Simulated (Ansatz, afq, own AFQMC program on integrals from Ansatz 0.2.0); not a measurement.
# C2H8OSi (singlet): AFQMC on the coupled-cluster ladder, def2-TZVP

Aim: compute C2H8OSi (singlet) with auxiliary-field quantum Monte Carlo on the same integrals as coupled cluster, and set the energies side by side.

Computed with Ansatz 0.2.0, Gaussian basis, and an in-house AFQMC program (afq) on its integrals; all values are calculated. Level: def2-TZVP, frozen cores.

Plan: PBE (unrestricted); CCSD(T) on RHF; r2SCAN (unrestricted); PBE0 (unrestricted); B3LYP (unrestricted); wB97M-V (unrestricted); B2PLYP (unrestricted); Phaseless AFQMC, CISD trial on RHF; Phaseless AFQMC, single-determinant trial on RHF; UHF.

## (1) What is computed

The geometry is a PBE0/def2-SVP stationary point (not a proven minimum).

12 atoms, charge 0, spin multiplicity 1.

Atoms are counted from 1 here; the program's logs count them from 0.

Bond lengths: C1–C2 1.527 Å, C1–H5 1.102 Å, C1–H6 1.102 Å, C1–H7 1.101 Å, C2–Si3 1.879 Å, C2–H8 1.104 Å, C2–H9 1.105 Å, Si3–O4 1.672 Å, Si3–H10 1.502 Å, Si3–H11 1.490 Å, O4–H12 0.961 Å. Angles: C2–C1–H5 111.7°, C2–C1–H6 111.3°, C2–C1–H7 112.0°, H5–C1–H6 107.3°, H5–C1–H7 107.2°, H6–C1–H7 107.0°, C1–C2–Si3 114.4°, C1–C2–H8 110.5°, C1–C2–H9 110.7°, Si3–C2–H8 107.7°, Si3–C2–H9 107.4°, H8–C2–H9 105.8°, C2–Si3–O4 112.2°, C2–Si3–H10 109.0°, C2–Si3–H11 110.1°, O4–Si3–H10 110.1°, O4–Si3–H11 105.8°, H10–Si3–H11 109.7° and more.

## (2) PBE (unrestricted)

The input, in.yaml:

```yaml
crystal:
  periodic: [false, false, false]
  atoms:
    - {symbol: C, position_ang: [-1.471456, -0.319570, -0.129825]}
    - {symbol: C, position_ang: [-0.194448, -0.598708, 0.659416]}
    - {symbol: Si, position_ang: [1.361394, 0.139662, -0.092937]}
    - {symbol: O, position_ang: [1.269247, 1.803934, -0.226402]}
    - {symbol: H, position_ang: [-1.418653, -0.734514, -1.149788]}
    - {symbol: H, position_ang: [-1.654602, 0.763134, -0.224756]}
    - {symbol: H, position_ang: [-2.359783, -0.755790, 0.353391]}
    - {symbol: H, position_ang: [-0.284567, -0.211755, 1.689676]}
    - {symbol: H, position_ang: [-0.028358, -1.686704, 0.760765]}
    - {symbol: H, position_ang: [1.588218, -0.473570, -1.445012]}
    - {symbol: H, position_ang: [2.534455, -0.132669, 0.784997]}
    - {symbol: H, position_ang: [0.735453, 2.151450, -0.945623]}
basis:
  gaussian: {orbitals: def2-TZVP}
magnetization: {spin_polarized: true, initial_magnetization: 0}
hamiltonian: {xc: {name: PBE}}
output: {orbitals: {seedname: orbitals}}
```

Run with:

```
$ ansatz run in.yaml --threads 1 --pin off --events-out ev --progress --plain --max-ram 8192MiB --backend cpu
```

What it wrote:

```text
Functional definition: PBE
  name "PBE"
  cite "Perdew, Burke & Ernzerhof, Phys. Rev. Lett. 77, 3865 (1996) doi:10.1103/PhysRevLett.77.3865"
  parent pbe
  parameter kappa = 0.804
  parameter beta = 0.06672455060314922
  exchange = pbe_x(kappa = kappa, mu = beta*pi^2/3)
  correlation = pbe_c(beta = beta)
1115 factors; their error is unknown
mean field evaluation 1: about -12106.5055 eV, gradient 6.4e1 eV
mean field evaluation 2: about -12060.0173 eV, gradient 1.2e2 eV
mean field evaluation 4: about -12122.3564 eV, gradient 1.2e1 eV
mean field evaluation 8: about -12122.9558 eV, gradient 1.9e-1 eV
mean field evaluation 16: about -12122.9261 eV, gradient 4.0e-4 eV
mean field -12122.92605615 eV, -445.5093153492 hartree, gradient 2.1e-5 eV, S^2 0.000000; 0 other end points of the search recorded, 0 dependent functions left out
reference -12122.92609988 eV, -445.5093169561 hartree; 21, 21 occupied and 157, 157 virtual orbitals, 1115 factors
Total energy: -12122.92609988 eV, -445.5093169561 hartree
```

Run time: 6 s. Hardware: 1 thread of AMD EPYC 7R13 (Zen 3), shared host; peak memory 0.72 GiB.

From the report: ⟨S²⟩ of the determinant 0.000 (pure singlet: 0.00).

## (3) CCSD(T) on RHF

Changes to in.yaml since step 2:

```diff
@@ -17,4 +17,3 @@
   gaussian: {orbitals: def2-TZVP}
-magnetization: {spin_polarized: true, initial_magnetization: 0}
-hamiltonian: {xc: {name: PBE}}
-output: {orbitals: {seedname: orbitals}}
+magnetization: {spin_polarized: false}
+correlation: {method: ccsd_t, electrons: outside_noble_gas, hamiltonian_folder: ham}
```

Run with:

```
$ ansatz run in.yaml --threads 1 --pin off --events-out ev --progress --plain --max-ram 24576MiB --backend cuda --devices 0, --max-vram 18GiB
```

What it wrote (excerpt; [...] marks lines left out):

```text
Functional definition: HF
  name "HF"
  cite "Fock, Z. Phys. 61, 126 (1930) doi:10.1007/BF01340294"
  parent pbe
[...]
1213 factors; integrals over basis functions are off by at most 1.2e-3 eV
[...]
mean field -12090.40879936 eV, -444.3143282029 hartree, gradient 5.0e-6 eV, S^2 0.000000; 0 other end points of the search recorded, 0 dependent functions left out
8 core orbitals not correlated: weight in the atoms' cores, before any rotation towards them, 1.000 or more for the frozen orbitals, at most 0.000 for the correlated occupied ones
reference -12090.40879936 eV, -444.3143282029 hartree; 13, 13 occupied and 157, 157 virtual orbitals, 1213 factors
second order -19.10408889 eV of doubles, -0.00000000 eV of singles
cycle   1  -19.82817891 eV  change   -7.2e-1 eV  update   9.0e-2
[...]
cycle   9  -20.40550516 eV  change   -4.5e-6 eV  update   1.2e-5
perturbative correction -0.70999105 eV, -0.0260916900 hartree
Total energy: -12111.52429557 eV, -445.0903083763 hartree
```

Wall time 8.5 s (1 × NVIDIA H100 80GB HBM3 with 1 thread of AMD EPYC 7R13 (Zen 3), shared host); peak host memory 0.78 GiB.

From the report: correlation -21.1155 eV; T1 0.010; largest double amplitude 0.01.

This run also writes the integrals to the folder ham.

## (4) r2SCAN (unrestricted)

Changes to in.yaml since step 3:

```diff
@@ -17,3 +17,3 @@
   gaussian: {orbitals: def2-TZVP}
-magnetization: {spin_polarized: false}
-correlation: {method: ccsd_t, electrons: outside_noble_gas, hamiltonian_folder: ham}
+magnetization: {spin_polarized: true, initial_magnetization: 0}
+hamiltonian: {xc: {name: r2SCAN}}
```

Run with:

```
$ ansatz run in.yaml --threads 1 --pin off --events-out ev --progress --plain --max-ram 8192MiB --backend cpu
```

What it wrote:

```text
Functional definition: r2SCAN
  name "r2SCAN"
  cite "Furness, Kaplan, Ning, Perdew & Sun, J. Phys. Chem. Lett. 11, 8208 (2020) doi:10.1021/acs.jpclett.0c02405"
  cite "Furness, Kaplan, Ning, Perdew & Sun, J. Phys. Chem. Lett. 11, 9248 (2020) doi:10.1021/acs.jpclett.0c03077"
  parent r2scan
  parameter k0 = 0.174
  parameter k1 = 0.065
  parameter a1 = 4.9479
  exchange = r2scan_x(k0 = k0, k1 = k1, a1 = a1)
  correlation = r2scan_c
1115 factors; their error is unknown
mean field evaluation 1: about -12115.9178 eV, gradient 5.8e1 eV
mean field evaluation 2: about -12092.6871 eV, gradient 9.2e1 eV
mean field evaluation 4: about -12129.2041 eV, gradient 7.0e0 eV
mean field evaluation 8: about -12129.4120 eV, gradient 1.0e-1 eV
mean field evaluation 16: about -12129.3816 eV, gradient 2.9e-4 eV
mean field -12129.38161673 eV, -445.7465528248 hartree, gradient 3.4e-5 eV, S^2 0.000000; 0 other end points of the search recorded, 0 dependent functions left out
reference -12129.38163140 eV, -445.7465533638 hartree; 21, 21 occupied and 157, 157 virtual orbitals, 1115 factors
Total energy: -12129.38163140 eV, -445.7465533638 hartree
```

It took 13 s on 1 thread of AMD EPYC 7R13 (Zen 3), shared host; peak memory 0.72 GiB.

From the report: ⟨S²⟩ of the determinant 0.000 (pure singlet: 0.00).

## (5) PBE0 (unrestricted)

Changes to in.yaml since step 4:

```diff
@@ -18,2 +18,3 @@
 magnetization: {spin_polarized: true, initial_magnetization: 0}
-hamiltonian: {xc: {name: r2SCAN}}
+hamiltonian: {xc: {name: PBE0}}
+output: {orbitals: {seedname: orbitals}}
```

Same command.

What it wrote:

```text
Functional definition: PBE0
  name "PBE0"
  cite "Adamo & Barone, J. Chem. Phys. 110, 6158 (1999) doi:10.1063/1.478522"
  cite "Perdew, Burke & Ernzerhof, Phys. Rev. Lett. 77, 3865 (1996) doi:10.1103/PhysRevLett.77.3865"
  parent pbe
  parameter a = 0.25
  parameter kappa = 0.804
  parameter beta = 0.06672455060314922
  exchange = (1 - a)*pbe_x(kappa = kappa, mu = beta*pi^2/3) + a*exact_x
  correlation = pbe_c(beta = beta)
1131 factors; their error is unknown
mean field evaluation 1: about -12113.8809 eV, gradient 5.1e1 eV
mean field evaluation 2: about -12103.8646 eV, gradient 7.0e1 eV
mean field evaluation 4: about -12124.1514 eV, gradient 3.9e0 eV
mean field evaluation 8: about -12124.2159 eV, gradient 3.8e-2 eV
mean field evaluation 16: about -12124.2420 eV, gradient 1.7e-5 eV
mean field -12124.24204301 eV, -445.5576769742 hartree, gradient 1.7e-5 eV, S^2 0.000000; 0 other end points of the search recorded, 0 dependent functions left out
reference -12124.24207505 eV, -445.5576781516 hartree; 21, 21 occupied and 157, 157 virtual orbitals, 1131 factors
Total energy: -12124.24207505 eV, -445.5576781516 hartree
```

Wall time 8.5 s (1 thread of AMD EPYC 7R13 (Zen 3), shared host); peak memory 3.1 GiB.

From the report: ⟨S²⟩ of the determinant 0.000 (pure singlet: 0.00).

## (6) B3LYP (unrestricted)

Changes to in.yaml since step 5:

```diff
@@ -18,3 +18,2 @@
 magnetization: {spin_polarized: true, initial_magnetization: 0}
-hamiltonian: {xc: {name: PBE0}}
-output: {orbitals: {seedname: orbitals}}
+hamiltonian: {xc: {name: B3LYP}}
```

Launched as before.

What it wrote (excerpt; [...] marks lines left out):

```text
Functional definition: B3LYP
  name "B3LYP"
  cite "Stephens, Devlin, Chabalowski & Frisch, J. Phys. Chem. 98, 11623 (1994) doi:10.1021/j100096a001"
  cite "Becke, Phys. Rev. A 38, 3098 (1988) doi:10.1103/PhysRevA.38.3098"
  cite "Lee, Yang & Parr, Phys. Rev. B 37, 785 (1988) doi:10.1103/PhysRevB.37.785"
  cite "Vosko, Wilk & Nusair, Can. J. Phys. 58, 1200 (1980) doi:10.1139/p80-159"
[...]
1124 factors; their error is unknown
[...]
mean field -12133.39723784 eV, -445.8941241786 hartree, gradient 1.7e-5 eV, S^2 0.000000; 0 other end points of the search recorded, 0 dependent functions left out
reference -12133.39751503 eV, -445.8941343650 hartree; 21, 21 occupied and 157, 157 virtual orbitals, 1124 factors
Total energy: -12133.39751503 eV, -445.8941343650 hartree
```

It took 8.5 s on 1 thread of AMD EPYC 7R13 (Zen 3), shared host; peak memory 4.6 GiB.

From the report: ⟨S²⟩ of the determinant 0.000 (pure singlet: 0.00).

## (7) wB97M-V (unrestricted)

Changes to in.yaml since step 6:

```diff
@@ -18,2 +18,3 @@
 magnetization: {spin_polarized: true, initial_magnetization: 0}
-hamiltonian: {xc: {name: B3LYP}}
+hamiltonian: {xc: {name: wB97M-V}}
+output: {orbitals: {seedname: orbitals}}
```

The command is unchanged.

What it wrote (excerpt; [...] marks lines left out):

```text
Functional definition: wB97M-V
  name "wB97M-V"
  cite "Mardirossian & Head-Gordon, J. Chem. Phys. 144, 214110 (2016) doi:10.1063/1.4952647"
  cite "Becke, J. Chem. Phys. 107, 8554 (1997) doi:10.1063/1.475007"
  cite "Vydrov & Van Voorhis, J. Chem. Phys. 133, 244103 (2010) doi:10.1063/1.3521275"
  # Of w^i u^j: cxij and so on, Table III.
[...]
  gx(w, u) = 1 - cx + cx01*u + cx10*w
  gss(w, u) = css00 + css04*u^4 + css10*w + css20*w^2 + css43*w^4*u^3
  gos(w, u) = cos00 + cos10*w + (cos20 + cos21*u)*w^2 + (cos60 + cos61*u)*w^6
[...]
      + integral(e_c_pw_mod_opposite_spin*gos(b97_w_opposite, b97_u_opposite)) + vv10(b, c)
1115 factors; their error is unknown
325 factors; integrals over basis functions are off by at most 1.1e-5 eV
[...]
mean field -12129.79330241 eV, -445.7616819945 hartree, gradient 3.3e-5 eV, S^2 0.000000; 0 other end points of the search recorded, 0 dependent functions left out
reference -12129.79335353 eV, -445.7616838730 hartree; 21, 21 occupied and 157, 157 virtual orbitals, 1115 factors
Total energy: -12129.79335353 eV, -445.7616838730 hartree
```

Wall time 23 s (1 thread of AMD EPYC 7R13 (Zen 3), shared host); peak memory 4.6 GiB.

From the report: ⟨S²⟩ of the determinant 0.000 (pure singlet: 0.00).

## (8) B2PLYP (unrestricted)

Changes to in.yaml since step 7:

```diff
@@ -18,3 +18,3 @@
 magnetization: {spin_polarized: true, initial_magnetization: 0}
-hamiltonian: {xc: {name: wB97M-V}}
-output: {orbitals: {seedname: orbitals}}
+hamiltonian: {xc: {name: B2PLYP}}
+correlation: {electrons: outside_noble_gas}
```

The command is unchanged.

What it wrote (excerpt; [...] marks lines left out):

```text
Functional definition: B2PLYP
  name "B2PLYP"
  cite "Grimme, J. Chem. Phys. 124, 034108 (2006) doi:10.1063/1.2148954"
  cite "Becke, Phys. Rev. A 38, 3098 (1988) doi:10.1103/PhysRevA.38.3098"
  cite "Lee, Yang & Parr, Phys. Rev. B 37, 785 (1988) doi:10.1103/PhysRevB.37.785"
[...]
1213 factors; integrals over basis functions are off by at most 1.2e-3 eV
[...]
mean field -12119.34946955 eV, -445.3778782159 hartree, gradient 8.4e-6 eV, S^2 0.000000; 0 other end points of the search recorded, 0 dependent functions left out
8 core orbitals not correlated: weight in the atoms' cores, before any rotation towards them, 1.000 or more for the frozen orbitals, at most 0.000 for the correlated occupied ones
reference -12119.34964345 eV, -445.3778846066 hartree; 13, 13 occupied and 157, 157 virtual orbitals, 1213 factors
second order -23.11546429 eV of doubles, -0.00000000 eV of singles
Total energy: -12125.59081881 eV, -445.6072435706 hartree
```

It took 11 s on 1 thread of AMD EPYC 7R13 (Zen 3), shared host; peak memory 4.6 GiB.

From the report: ⟨S²⟩ of the determinant 0.000 (pure singlet: 0.00).

## (9) Phaseless AFQMC, CISD trial on RHF

It reads the integrals that the CCSD(T) run on this determinant wrote.

Run with:

```
$ afq ham --method phaseless --trial cisd --walkers 500 --populations 10 --least-time 60 --time-step 0.005 --steps-per-block 50 --equilibration-blocks 28 --max-blocks 4000 --target-error 0.0003 --factor-cut 1e-05 --seed 4699 --release-times 0.21,0.42,0.63,0.9 --release-step 0.03 --release-every 5 --taylor-order 6
```

What it wrote:

```text
orbitals 170  electrons 13 13  factors 1211 of 1213
reference energy -444.31432820 Eh
CCSD correlation -0.74988851 Eh in 11 cycles, weight of the determinant in the CISD state 0.7908
energy of the start -445.064216 Eh
 block  time / (1/Eh)  mean weight  energy / Eh
     1     0.250  0.9989  -445.039367
     2     0.500  1.0004  -445.053635
     3     0.750  1.0011  -445.066350
     4     1.000  0.9998  -445.078774
     5     1.250  0.9983  -445.079429
     6     1.500  1.0001  -445.085792
     7     1.750  1.0019  -445.091219
     8     2.000  1.0000  -445.090854
     9     2.250  1.0009  -445.085073
    10     2.500  0.9992  -445.085452
    17     4.250  1.0001  -445.093623
    25     6.250  0.9994  -445.095076
    33     8.250  0.9997  -445.099376
    41    10.250  1.0008  -445.096856
    49    12.250  1.0007  -445.102970
    57    14.250  0.9999  -445.095535
    65    16.250  0.9994  -445.093617
    73    18.250  1.0007  -445.095820
    81    20.250  1.0009  -445.086593
    89    22.250  1.0013  -445.100101
    97    24.250  1.0010  -445.089626
   105    26.250  1.0018  -445.085446
   113    28.250  0.9989  -445.091819
   121    30.250  0.9997  -445.091009
   129    32.250  1.0009  -445.100327
   137    34.250  0.9995  -445.091822
   145    36.250  1.0000  -445.094900
   153    38.250  1.0026  -445.094066
   161    40.250  0.9996  -445.092268
   169    42.250  1.0003  -445.091645
   177    44.250  0.9999  -445.092506
   185    46.250  0.9992  -445.094325
   193    48.250  0.9978  -445.092824
   201    50.250  0.9985  -445.091553
   209    52.250  1.0001  -445.089260
   217    54.250  1.0003  -445.085836
   225    56.250  0.9989  -445.091818
   233    58.250  1.0013  -445.100668
   241    60.250  1.0006  -445.093554
   249    62.250  1.0002  -445.090976
   257    64.250  1.0009  -445.092104
   265    66.250  0.9993  -445.090806
   273    68.250  1.0007  -445.089250
   281    70.250  1.0012  -445.083992
   289    72.250  1.0005  -445.088859
   297    74.250  1.0011  -445.088915
   305    76.250  0.9985  -445.092381
   313    78.250  0.9996  -445.091910
   321    80.250  1.0000  -445.094708
error from the spread of 10 populations
released: time / (1/Eh)  energy / Eh  error  mean overlap
  0.21  -445.092992  0.000372  0.9955
  0.42  -445.092562  0.000758  0.9910
  0.63  -445.092744  0.000555  0.9805
  0.90  -445.093384  0.000688  0.9616
energy -445.092647 +/- 0.000420 Eh
```

It took 5.5 min on 1 × NVIDIA H100 80GB HBM3 with 2 threads of AMD EPYC 7R13 (Zen 3), shared host; peak host memory 4.6 GiB.

Energy -12111.5879 ± 0.0114 eV. Caveats: constraint bias not in the error.

## (10) Phaseless AFQMC, single-determinant trial on RHF

It reads the integrals that the CCSD(T) run on this determinant wrote.

Run with:

```
$ afq ham --method phaseless --trial hf --walkers 500 --populations 10 --least-time 40 --time-step 0.005 --steps-per-block 20 --equilibration-blocks 112 --max-blocks 4000 --target-error 0.0014999999999999998 --factor-cut 1e-05 --seed 3921 --taylor-order 6
```

What it wrote:

```text
orbitals 170  electrons 13 13  factors 1211 of 1213
reference energy -444.31432820 Eh
CCSD correlation -0.74988851 Eh in 11 cycles, weight of the determinant in the CISD state 0.7908
energy of the start -444.314328 Eh
 block  time / (1/Eh)  mean weight  energy / Eh
     1     0.100  1.0050  -444.554254
     2     0.200  1.0043  -444.698063
     3     0.300  1.0057  -444.800944
     4     0.400  1.0050  -444.857240
     5     0.500  1.0051  -444.910915
     6     0.600  1.0032  -444.948386
     7     0.700  1.0013  -444.972658
     8     0.800  1.0013  -444.988363
     9     0.900  1.0020  -445.005300
    10     1.000  1.0004  -445.021630
    22     2.200  0.9997  -445.070646
    43     4.300  1.0005  -445.077442
    64     6.400  0.9996  -445.070296
    85     8.500  0.9984  -445.114398
   106    10.600  0.9993  -445.093442
   127    12.700  0.9998  -445.109213
   148    14.800  0.9991  -445.106714
   169    16.900  0.9999  -445.121758
   190    19.000  1.0020  -445.123475
   211    21.100  0.9986  -445.110410
   232    23.200  1.0007  -445.077186
   253    25.300  0.9979  -445.079621
   274    27.400  0.9997  -445.072100
   295    29.500  1.0006  -445.102751
   316    31.600  0.9994  -445.084805
   337    33.700  1.0006  -445.097291
   358    35.800  1.0007  -445.126804
   379    37.900  0.9982  -445.085082
   400    40.000  1.0010  -445.103890
   421    42.100  0.9980  -445.063644
   442    44.200  0.9972  -445.093639
   463    46.300  1.0009  -445.101795
   484    48.400  0.9991  -445.116738
   505    50.500  1.0002  -445.086085
   526    52.600  1.0022  -445.095578
   547    54.700  1.0012  -445.090406
   568    56.800  1.0004  -445.097940
   589    58.900  1.0001  -445.101310
   610    61.000  0.9990  -445.059256
   631    63.100  1.0014  -445.077095
   652    65.200  0.9987  -445.068084
   673    67.300  1.0000  -445.097541
   694    69.400  1.0012  -445.096009
   715    71.500  0.9987  -445.085728
   736    73.600  0.9995  -445.105101
   757    75.700  0.9988  -445.097555
   778    77.800  1.0009  -445.118820
   799    79.900  1.0001  -445.100186
   820    82.000  1.0014  -445.102109
error from the spread of 10 populations
energy -445.097606 +/- 0.001723 Eh
```

Run time: 2.2 min. Hardware: 1 × NVIDIA H100 80GB HBM3 with 2 threads of AMD EPYC 7R13 (Zen 3), shared host; peak host memory 4.6 GiB.

Energy -12111.7229 ± 0.0469 eV. Caveats: constraint bias not in the error.

## (11) UHF

Changes to in.yaml since step 8:

```diff
@@ -18,3 +18,3 @@
 magnetization: {spin_polarized: true, initial_magnetization: 0}
-hamiltonian: {xc: {name: B2PLYP}}
-correlation: {electrons: outside_noble_gas}
+hamiltonian: {xc: hf}
+output: {orbitals: {seedname: orbitals}}
```

Run with:

```
$ ansatz run in.yaml --threads 1 --pin off --events-out ev --progress --plain --max-ram 24576MiB --backend cuda --devices 0, --max-vram 18GiB
```

What it wrote:

```text
Functional definition: HF
  name "HF"
  cite "Fock, Z. Phys. 61, 126 (1930) doi:10.1007/BF01340294"
  parent pbe
  exchange = exact_x
  correlation = 0
1308 factors; their error is unknown
mean field evaluation 1: about -12086.0379 eV, gradient 3.1e1 eV
mean field evaluation 2: about -12089.1098 eV, gradient 1.7e1 eV
mean field evaluation 4: about -12090.2115 eV, gradient 8.3e-1 eV
mean field evaluation 8: about -12090.4084 eV, gradient 3.5e-1 eV
mean field -12090.40865824 eV, -444.3143230169 hartree, gradient 2.0e-5 eV, S^2 0.000000; 0 other end points of the search recorded, 0 dependent functions left out
reference -12090.40865824 eV, -444.3143230169 hartree; 21, 21 occupied and 157, 157 virtual orbitals, 1308 factors
Total energy: -12090.40865824 eV, -444.3143230169 hartree
```

It took 15 s on 1 × NVIDIA H100 80GB HBM3 with 1 thread of AMD EPYC 7R13 (Zen 3), shared host; peak host memory 4.6 GiB.

From the report: ⟨S²⟩ of the determinant 0.000 (pure singlet: 0.00).

## (12) AFQMC on the ladder

On the RHF determinant, counted from CCSD(T) (a yardstick, not exact):

```tsv
level	energy (eV)	from CCSD(T) (meV)	statistical error (meV)	time
HF	-12090.4088	+21115.5		
MP2	-12109.5129	+2011.4		
CCSD	-12110.8143	+710.0		
CCSD(T)	-12111.5243	0.0		
Phaseless AFQMC, CISD trial, step 0.005, 500 walkers	-12111.5879	-63.6	11.4	5.5 min
Phaseless AFQMC, single-determinant trial, step 0.005, 500 walkers	-12111.7229	-198.6	46.9	2.2 min
```

The functionals' totals stand on their own zeros and serve differences with other points: PBE -12122.926 eV; r2SCAN -12129.382 eV; PBE0 -12124.242 eV; B3LYP -12133.398 eV; wB97M-V -12129.793 eV; B2PLYP -12125.591 eV.

## (13) Results

| quantity | value |
| --- | --- |
| Phaseless AFQMC, CISD trial on RHF from CCSD(T) | -63.6 ± 11.4 meV |
| Phaseless AFQMC, single-determinant trial on RHF from CCSD(T) | -198.6 ± 46.9 meV |

On RHF the phaseless walk with the CISD trial lies -63.6 meV from CCSD(T), 6 times its error bar. Error bars are statistical and leave out the constraint, the time step and what remains of the start.
